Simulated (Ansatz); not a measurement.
# WO (nonet): wave-function methods side by side, def2-TZVPP

One table from this session's results is given with a row withheld; the runs are named, their logs left out.

Computed with Ansatz 0.2.0, Gaussian basis. Level: def2-TZVPP, core rule «outside noble gas», up to 5 orbitals frozen.

The runs, in order: UHF; ROHF; CCSD(T) on UHF.

## The system

The geometry is a PBE0/def2-TZVP stationary point (not a proven minimum) of the parent state, kept for this charge and spin. No spin-orbit coupling is included. Elements past krypton take def2 core potentials.

2 atoms, charge 0, spin multiplicity 9.

Atoms are counted from 1 here; the program's logs count them from 0.

Bond lengths: W1–O2 1.995 Å.

Set-up of the first run:

in.yaml

```yaml
crystal:
  periodic: [false, false, false]
  atoms:
    - {symbol: W, position_ang: [0.000000, 0.000000, 0.000000]}
    - {symbol: O, position_ang: [0.000000, 0.000000, 1.994600]}
basis:
  gaussian: {orbitals: def2-TZVPP}
magnetization: {spin_polarized: true, initial_magnetization: 8}
hamiltonian: {xc: hf}
output: {orbitals: {seedname: orbitals}}
```

Run with:

```bash
ansatz run in.yaml --threads 1 --pin off --events-out ev --progress --plain --max-ram 4096MiB --backend cpu
```

Among the steps run: UHF; ROHF; CCSD(T) on UHF.

One of the session's tables, all rows but one given; the rest of the session is left out.

It belongs to the step «Misses and costs». 

| method | from UCCSD(T) (meV) |
| --- | --- |
| ROHF | +7212.9 |
| UHF | +6911.4 |
| UMP2 | +825.6 |
| UCCSD | ? |
| UCCSD(T) | 0 |

Estimate the missing values for UCCSD.

As computed: from UCCSD(T) (meV): +164.9. In the column «from UCCSD(T) (meV)» it lies between UCCSD(T) (0) and UMP2 (+825.6).
